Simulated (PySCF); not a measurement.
# C2H11BN2: the cost of one run

Computed with PySCF 2.14.0, with density-fitted response routines of our own, on a single molecule in the gas phase. Atoms count from 0, in the outputs and in this text.

## (1) The starting structure

16 atoms, charge 0, multiplicity 1; geometry from: GFN2-xTB. The atoms were then displaced at random by about 0.01 Å, so the start is not that level's minimum.

Bonds of the start (Å): N0–C1 1.45, C1–C2 1.54, C2–B3 1.61, B3–N4 1.63, N0–H5 1.02, N0–H6 1.01, C1–H7 1.12, C1–H8 1.07, C2–H9 1.09, C2–H10 1.11, B3–H11 1.22, B3–H12 1.19, N4–H13 1.00, N4–H14 1.01, N4–H15 1.04.

## (2) Geometry optimisation at PBE0-D3(BJ)/def2-SVP

Job settings and geometry (Å):

```
{"job": {"xc": "PBE0", "basis": "def2-SVP", "d3": "d3bj", "grid": 1, "shake": 0.01, "kind": "geom"}, "charge": 0, "multiplicity": 1}
N      1.368130     0.809550    -0.450020
C      1.180680    -0.620770    -0.280270
C      0.092330    -0.940060     0.759260
B     -1.190690     0.027910     0.752180
N     -1.317170     0.652050    -0.752500
H      1.466440     1.264190     0.457770
H      2.184160     1.037140    -1.007190
H      2.153360    -1.091260    -0.003520
H      0.899820    -1.016600    -1.237660
H     -0.153090    -1.991200     0.640130
H      0.566620    -0.880730     1.764520
H     -2.225600    -0.581690     0.960990
H     -1.140380     0.975370     1.477620
H     -1.556370    -0.056330    -1.412160
H     -2.001130     1.393610    -0.784110
H     -0.346170     1.016470    -0.874320
```

Launch:

```
OMP_NUM_THREADS=1 python probes_run.py task.json out
```

This one command runs all jobs of the session in turn.

**Question.** How long does this first job take on 1 thread of Arm Neoverse V1, shared host, and how much memory does it need?

About 40 s, with a peak of 0.51 GiB.
